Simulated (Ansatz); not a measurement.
# Sr2AlO: the cost of one run

Method: DFT PBE, scalar-relativistic, plane waves, PAW, in Ansatz 0.2.0.

### 1 The starting structure

It takes space group P4/mmm (No. 123, tetragonal). The conventional cell has a = 3.658 Å, b = 3.658 Å, c = 5.167 Å, α = 90.00°, β = 90.00°, γ = 90.00°. Sr (site symmetry 4/mmm) has 2 Al at 2.58 Å and 4 O at 2.59 Å in its first shell of neighbours. Sr (site symmetry 4/mmm) has 2 O at 2.58 Å and 4 Al at 2.59 Å in its first shell of neighbours. Around Al (site symmetry 4/mmm) lie 6 Sr at 2.58 to 2.59 Å. O (site symmetry 4/mmm) has 6 Sr at 2.58 to 2.59 Å in its first shell of neighbours.

As a file:

```
CELL_PARAMETERS angstrom
3.65824 0.00000 0.00000
0.00000 3.65824 0.00000
0.00000 0.00000 5.16747
ATOMIC_POSITIONS crystal
Sr 0.00000 0.00000 0.50000
Sr 0.50000 0.50000 0.00000
Al 0.00000 0.00000 0.00000
O 0.50000 0.50000 0.50000
```

The cell is invented: species swapped into a database cell of HfTiN2 (P4/mmm, No. 123), with Al on the Hf sites, O on the Ti sites and Sr on the N sites. Its size is a rough estimate.

### 2 The guess as it stands, on a coarse mesh

Input file input.yaml:

```yaml
crystal:
  lattice:
    - [3.65823834, 0.0, 0.0]
    - [0.0, 3.65823834, 0.0]
    - [0.0, 0.0, 5.16746645]
  atoms:
    - { symbol: Sr, position: [0.0, 0.0, 0.5] }
    - { symbol: Sr, position: [0.5, 0.5, 0.0] }
    - { symbol: Al, position: [0.0, 0.0, 0.0] }
    - { symbol: O, position: [0.5, 0.5, 0.5] }
basis:
  ecutwfc: 420
kpoints:
  mp_grid: { grid: [6, 6, 4] }
hamiltonian:
  xc: pbe
scf:
  occupations: { method: gaussian, width: 0.1 }
  lower_state_search: "off"
output:
  forces: true
  stress: true
  eigenvalues: true
```

Started as:

```
$ ansatz run input.yaml --threads 1 --pin off --max-ram 2560MiB --backend cpu --events-out ev --progress --plain --runs-dir out
```

What time and memory should one allow on 1 thread of Arm Neoverse V1, shared host?

About 2.7 s, with a peak of 0.32 GiB.
